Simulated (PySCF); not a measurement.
# Os (quintet): basis, grid and Hamiltonian

The method stays; parts of the set-up, such as the basis or the Hamiltonian, are changed.

Computed with PySCF 2.14.0. Level: method and basis as typed in the scripts.

3 further runs of the same task are left out: 2 for a known fault of the program, 1 that didn't finish.

## (1) The atom

Os (quintet): 1 atom, charge 0, spin multiplicity 5.

## (2) The base run

The input, input.py:

```python
from pyscf import gto, scf, mp

mol = gto.M(
    atom='Os 0 0 0',
    basis='x2c-svpall',
    charge=0,
    spin=4,
    symmetry=True,
    verbose=4,
)
mf = scf.UHF(mol)
mf = mf.sfx2c1e()
mf.kernel()
mp.MP2(mf, frozen=23).kernel()
mf.dip_moment()
print('orbital energies (hartree):', [e[max(0, n-3):n+3].round(4) for e, n in zip(mf.mo_energy, mol.nelec)])
```

Command:

```
> OMP_NUM_THREADS=1 python input.py
```

The log of this run is left out.

In short: E(SCF) = -17251.464524 Eh, 10 cycles, E(MP2) − E(SCF) = -0.27647 Eh, ⟨S²⟩ = 6.003.

No search for the lowest state was made; open d or f shells can end in a higher solution. The quintet is typed in the script; nothing here shows that it is the ground state.

## (3) X2c-tzvpall

Variant 1 changes basis set: x2c-svpall → x2c-tzvpall.

The input, input.py:

```python
from pyscf import gto, scf, mp

mol = gto.M(
    atom='Os 0 0 0',
    basis='x2c-tzvpall',
    charge=0,
    spin=4,
    symmetry=True,
    verbose=4,
)
mf = scf.UHF(mol)
mf = mf.sfx2c1e()
mf.kernel()
mp.MP2(mf, frozen=23).kernel()
mf.dip_moment()
print('orbital energies (hartree):', [e[max(0, n-3):n+3].round(4) for e, n in zip(mf.mo_energy, mol.nelec)])
```

Command:

```
> OMP_NUM_THREADS=1 python input.py
```

## (4) Density fitting weigend

Variant 2 changes density fitting: none → weigend.

Edit input.py of step 2 so:

```diff
@@ -12,2 +12,3 @@
 mf = mf.sfx2c1e()
+mf = mf.density_fit(auxbasis='weigend')
 mf.kernel()
```

Q: Predict the outcome of this session. Wanted: for each run, E(SCF); from base; gap, α spin; after the SCF.

**Answer**, as computed:

```
                                  run  E(SCF) (hartree)  from base (eV)  cycles  gap, α spin (eV)  functions                            after the SCF
                                 base     -17251.464524               0      10             10.29         66   MP2 correlation -7.523 eV, core frozen
                          x2c-tzvpall     -17252.383240        -24.9995      10              9.28         81  MP2 correlation -10.531 eV, core frozen
density fitting weigend (poor choice)     -17976.613147  not comparable      12             11.23         66  MP2 correlation -13.242 eV, core frozen
```

In words: x2c-tzvpall (81 functions) gives an energy 25.00 eV lower than x2c-svpall (66). Rows marked «poor choice» come from settings spoiled on purpose.
